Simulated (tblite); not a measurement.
# C4H10AlBr3O (AlBr3.OEt2): the cost of one run

Programs: tblite 0.8.0 and PySCF 2.14.0, with routines of our own; each step states its level. All values are computed. Atoms count from 0.

## 1. The system as given

19 atoms, charge 0, multiplicity 1; geometry from: force field or distance geometry start.

## 2. Geometry optimisation with GFN2-xTB

The job: settings as JSON, then the geometry in Å.

```
{"job": {"kind": "relax", "xc": "GFN2-xTB", "basis": "xTB"}, "charge": 0, "multiplicity": 1}
C      2.209300     0.347500    -0.275400
C      0.908100    -0.263100     0.210600
O     -0.142600     0.104300    -0.576100
C     -1.329500    -0.482700    -0.090100
C     -1.258000    -1.984000    -0.064000
Al    -0.449100     1.896500    -0.161700
Br     1.212100     3.329000    -1.018300
Br    -0.531400     1.904900     2.228400
Br    -2.618300     2.498800    -0.947400
H      3.064900    -0.270300     0.097000
H      2.233900     0.465900    -1.374900
H      2.336700     1.310200     0.262100
H      1.080700    -1.367200     0.247500
H      0.742900     0.032600     1.288900
H     -1.376300    -0.142600     0.993200
H     -2.193100    -0.148900    -0.661800
H     -0.657000    -2.415500     0.751500
H     -2.302700    -2.362900     0.087600
H     -0.940300    -2.443200    -1.004600
```

Command:

```
$ OMP_NUM_THREADS=2 python heavy_run.py task.json out
```

One launch serves the whole session: the jobs run in the order shown.

**Question.** How long does this first job take on 2 threads of Arm Neoverse V1, shared host, and how much memory does it need?

About 3 s, with a peak of 0.18 GiB.
